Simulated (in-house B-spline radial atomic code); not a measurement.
# Cd¹⁴⁺: ionisation energy by several methods

How far do functionals differ on the ionisation energy of Cd¹⁴⁺? Each run solves Cd¹⁴⁺ and then the next ion ([Ar] 3d10 4s2 4p3).

Program: in-house B-spline radial atomic code version 1. Level of theory: scalar-relativistic (X2C), several functionals, spin-polarised; spherical all-electron atom at the radial basis limit. These are calculated values, not measurements, unless marked.

**1. Starting point**

```
element       : cadmium (Z = 48)
charge        : +14
electrons     : 34
configuration : [Ar] 3d10 4s2 4p4
nucleus       : Fermi, rms radius 4.609 fm
```

The outer shells:

[Ar] 3d10 4s2 4p4
```
[Ar] core
3d [↑↓][↑↓][↑↓][↑↓][↑↓]
4s [↑↓]
4p [↑↓][↑ ][↑ ]
```

Where spins are not typed, each open shell is filled with up spins first.

**2. TPSS**

Settings, as recorded:

```ini
Z = 48
electrons = 34.0
configuration = [Ar] 3d10 4s2 4p4
hamiltonian = x2c
method = tpss,tpss
spin_polarised = True
nucleus = fermi
rms_radius = 4.6087
mass_number = 114
atomic_mass = 113.903364998
speed_of_light = 137.035999084
```

**3. AM05**

Changes to the settings of step 2:

```diff
@@ -4,3 +4,3 @@
 hamiltonian = x2c
-method = tpss,tpss
+method = am05
 spin_polarised = True
```

**4. PBEsol**

Changes to the settings of step 3:

```diff
@@ -4,3 +4,3 @@
 hamiltonian = x2c
-method = am05
+method = pbesol
 spin_polarised = True
```

**5. LDA (PW92)**

Changes to the settings of step 4:

```diff
@@ -4,3 +4,3 @@
 hamiltonian = x2c
-method = pbesol
+method = lda,pw
 spin_polarised = True
```

**6. exchange-only LDA**

Changes to the settings of step 5:

```diff
@@ -4,3 +4,3 @@
 hamiltonian = x2c
-method = lda,pw
+method = lda,
 spin_polarised = True
```

Before running: The tabulated ionisation energy is 358 ± 3 eV (tabulated theoretical; NIST Atomic Spectra Database). What does each method give, and which comes nearest?

As calculated:

| method | rung | total energy (hartree) | ΔSCF (eV) | −ε highest (eV) | ΔSCF less tabulated (eV) |
| --- | --- | --- | --- | --- | --- |
| LDA (PW92) | LDA | -5518.6329 | 359.25 | 346.53 (4p down) | +1.25 |
| exchange-only LDA | LDA | -5515.0121 | 356.58 | 344.03 (4p down) | -1.42 |
| AM05 | GGA | -5519.0199 | 358.50 | 346.02 (4p down) | +0.50 |
| PBEsol | GGA | -5521.3351 | 358.45 | 345.95 (4p down) | +0.45 |
| TPSS | meta-GGA | -5524.2218 | 358.22 | 345.92 (4p down) | +0.22 |

The tabulated ionisation energy is 358 ± 3 eV (tabulated theoretical; NIST Atomic Spectra Database). TPSS comes nearest (+0.22 eV) and exchange-only LDA is farthest (-1.42 eV, 0.40 %). Mean absolute error by rung (exchange-only levels left out): LDA 1.25 eV, GGA 0.48 eV, meta-GGA 0.22 eV. The table's own uncertainty is as large as these misses, so the order means little. Relativistic terms that these runs lack can be as large as the gaps between close methods, so the nearest may be so by luck. Spin-orbit coupling is left out. Open shells are averaged (over orientations, and over spins where the run is restricted), while tables refer to the lowest levels. For the semilocal functionals minus the highest level recovers only 96 to 97 % of their own ΔSCF value, a mark of self-interaction.

Members of this set that are not shown: 2 used exact exchange with fractional occupations of an open shell, which is unsound here.
